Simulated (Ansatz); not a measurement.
# CH4AlNS: basis-set convergence

An exercise on one series of results from a longer session: the logs are not shown, and one member is left open.

Computed with Ansatz 0.2.0, Gaussian basis. Level: one geometry, several basis sets.

Plan: PBE0-D4/def2-SVP; ωB97M-V/def2-SVP; PBE0-D4/def2-QZVPP; ωB97M-V/def2-QZVPP; the functionals' def2-TZVPP values are taken from earlier runs.

## The relaxed structure

All runs share one geometry, relaxed beforehand with PBE0-D4 in a triple-zeta def2 set.

SMILES `[NH2][AlH][CH]=S`, 8 atoms, charge 0, spin multiplicity 1.

Atoms are counted from 1 here; the program's logs count them from 0.

Bond lengths: N1–Al2 1.757 Å, N1–H5 1.006 Å, N1–H6 1.008 Å, Al2–C3 1.975 Å, Al2–H7 1.582 Å, C3–S4 1.619 Å, C3–H8 1.095 Å. Angles: Al2–N1–H5 126.2°, Al2–N1–H6 122.6°, H5–N1–H6 111.2°, N1–Al2–C3 115.2°, N1–Al2–H7 121.1°, C3–Al2–H7 123.7°, Al2–C3–S4 119.1°, Al2–C3–H8 124.1°, S4–C3–H8 116.8°.

Set-up of the first run:

Input file in.yaml:

```yaml
crystal:
  periodic: [false, false, false]
  atoms:
    - {symbol: N, position_ang: [-0.778950, 1.194001, 0.579553]}
    - {symbol: Al, position_ang: [0.662336, 0.211305, 0.367762]}
    - {symbol: C, position_ang: [0.446630, -1.354383, -0.816846]}
    - {symbol: S, position_ang: [-0.994612, -1.631117, -1.501361]}
    - {symbol: H, position_ang: [-0.855179, 2.023969, 1.143247]}
    - {symbol: H, position_ang: [-1.654904, 0.977137, 0.129888]}
    - {symbol: H, position_ang: [2.018763, 0.585305, 1.090792]}
    - {symbol: H, position_ang: [1.248216, -2.063317, -1.048835]}
basis:
  gaussian: {orbitals: def2-SVP}
hamiltonian: {xc: pbe0, dispersion: d4}
output: {orbitals: {seedname: orbitals}}
```

Launch:

```
> ansatz run in.yaml --threads 2 --pin off --events-out ev --progress --plain --max-ram 4352MiB
```

Among the steps run: PBE0-D4 in def2-SVP; ωB97M-V in def2-SVP; PBE0-D4 in def2-QZVPP; ωB97M-V in def2-QZVPP.

One of the session's tables, all rows but one given; the rest of the session is left out.

It belongs to the step «Density functionals: the series». 

| functional | basis | HOMO (eV) | LUMO (eV) |
| --- | --- | --- | --- |
| PBE0-D4 | def2-SVP | -5.98 | -2.62 |
| PBE0-D4 | def2-TZVPP | ? | ? |
| PBE0-D4 | def2-QZVPP | -6.18 | -2.86 |
| ωB97M-V | def2-SVP | -8.11 | -0.41 |
| ωB97M-V | def2-TZVPP | -8.30 | -0.69 |
| ωB97M-V | def2-QZVPP | -8.35 | -0.77 |

**Question.** Estimate the row for PBE0-D4, def2-TZVPP.

The run gave: HOMO (eV): -6.14; LUMO (eV): -2.81. In the column «HOMO (eV)» it lies between PBE0-D4, def2-QZVPP (-6.18) and PBE0-D4, def2-SVP (-5.98).
